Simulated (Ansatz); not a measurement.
# W4C4N: the cost of one run

Method: DFT PBE+D3(BJ), plane waves, PAW, scalar-relativistic, no spin polarisation, in Ansatz 0.2.0.

1 further run of the same task is left out (it didn't finish).

**1. The system as given**

The cell holds 18 atoms (C8N2W8): a = 5.803 Å, b = 5.677 Å, c = 17.188 Å, α = 90.00°, β = 90.00°, γ = 90.00°.

The coordinates stand in the first input below.

**2. Relaxing end A**

input.yaml

```yaml
crystal:
  lattice:
    - [5.80316, 0.0, 0.0]
    - [0.0, 5.67734, 0.0]
    - [0.0, 0.0, 17.18807]
  atoms:
    - { symbol: W, position: [0.0, 0.0, 0.0581799] }
    - { symbol: C, position: [0.0, 0.25, 0.1556445] }
    - { symbol: W, position: [0.25, 0.0, 0.2043768] }
    - { symbol: C, position: [0.25, 0.25, 0.3018413] }
    - { symbol: W, position: [0.0, 0.5, 0.0581799] }
    - { symbol: C, position: [0.0, 0.75, 0.1556445] }
    - { symbol: W, position: [0.25, 0.5, 0.2043768] }
    - { symbol: C, position: [0.25, 0.75, 0.3018413] }
    - { symbol: W, position: [0.5, 0.0, 0.0581799] }
    - { symbol: C, position: [0.5, 0.25, 0.1556445] }
    - { symbol: W, position: [0.75, 0.0, 0.2043768] }
    - { symbol: C, position: [0.75, 0.25, 0.3018413] }
    - { symbol: W, position: [0.5, 0.5, 0.0581799] }
    - { symbol: C, position: [0.5, 0.75, 0.1556445] }
    - { symbol: W, position: [0.75, 0.5, 0.2043768] }
    - { symbol: C, position: [0.75, 0.75, 0.3018413] }
    - { symbol: "N", position: [0.5004528, 0.0213974, 0.4077287] }
    - { symbol: "N", position: [0.6125238, 0.1884532, 0.4135467] }
basis:
  ecutwfc: 420.0
kpoints:
  mp_grid: { grid: [3, 3, 1] }
hamiltonian:
  xc: pbe
  dispersion: d3bj
  pseudopotentials: { kind: paw, azcp: { folder: soft_1 } }
scf:
  occupations: { method: gaussian, width: 0.05 }
  lower_state_search: "off"
relax:
  f_tol: 0.03
  max_steps: 60
  adjacent_minimum: "off"
  constraints: [{ sites: [0, 4, 8, 12] }]
```

Launch:

```sh
ansatz run input.yaml --threads 4 --pin off --max-ram 10240MiB --backend cpu --events-out ev --progress --plain --runs-dir out
```

**Question.** How long does this run take on 4 threads of Arm Neoverse V2, shared host, and how much memory does it need?

About 3.9 min, with a peak of 1.4 GiB.
